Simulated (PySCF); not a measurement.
# Br6Co ([CoBr6]2-): the cost of one run

Computed with PySCF 2.14.0 and routines of our own; the level stands in each step. Atoms count from 0.

## 1. The starting structure

7 atoms, charge -2, states of the metal's open shell are computed; geometry from: model geometry, bond lengths from ionic radii.

## 2. Ligand-field states: state-averaged CASSCF in water

The job: settings as JSON, then the geometry in Å.

```
{"job": {"kind": "lf", "basis": {"metal": "x2c-TZVPall", "ligand": "x2c-SVPall"}, "nevpt": true, "solvent": "water"}, "charge": -2, "metal": "Co", "open_shell": "d5"}
Co     0.000000     0.000000     0.000000
Br     1.689985    -0.975713     1.379867
Br     0.000000     1.951427     1.379867
Br    -1.689985    -0.975713     1.379867
Br     1.689985     0.975713    -1.379867
Br    -1.689985     0.975713    -1.379867
Br    -0.000000    -1.951427    -1.379867
```

With the program's defaults for keys left out, this is: state-averaged CASSCF of the metal d shell, SC-NEVPT2 on the averaged canonical orbitals, state-interaction spin-orbit coupling.

The run is started by

```sh
$ OMP_NUM_THREADS=1 python lf_run.py task.json out
```

The driver reads the jobs from task.json and runs them one after another.

Q: Estimate the wall time and peak memory of this first job on 1 thread of Arm Neoverse V1, shared host.

About 1.7 min, with a peak of 0.84 GiB.
